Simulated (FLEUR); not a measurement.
**Fe2Ge: equation of state with PBEsol**

Fe2Ge:

```
Ge Fe
1.0
     4.16363    0.00000    0.00000
    -2.08182    3.60581    0.00000
     0.00000    0.00000    2.62647
Ge Fe
1 2
Cartesian
  0.0000 0.0000 0.0000
  0.0000 2.4039 1.3132
  2.0818 1.2019 1.3132
```

The cell comes from a database or a generator and needn't be the stable form of this composition.

```
Program             : FLEUR MaX-R8.1 (later development tree)
Task                : equation of state
Functional          : PBEsol
Potentials or basis : all-electron
Basis               : FLAPW
Kmax                : 4.8 1/bohr
k mesh              : 7 × 7 × 10
Occupations         : fermi-dirac, width 0.05 eV
Spin                : collinear spin, program default start
```

```yaml
Equilibrium_volume: "12.29 Å³/atom (rough: see the caveat)"
Bulk_modulus_at_fixed_shape_and_positions: 106 GPa (rough)
```

Energy against volume, from the lowest point:
| volume (Å³/atom) | energy (meV/atom) |
| --- | --- |
| 12.355 | 0.00 |
| 12.618 | 2.89 |
| 12.881 | 9.01 |
| 13.144 | 18.79 |
| 13.407 | 32.04 |
| 13.670 | 48.46 |
| 13.933 | 67.80 |

Caveat: the fit is doubtful: noisy points or a state that changes with volume; the minimum lies outside the volumes run; the cell was scaled at fixed shape and fractional positions, which overstates the stiffness of a crystal with free parameters, most of all of layers and chains.
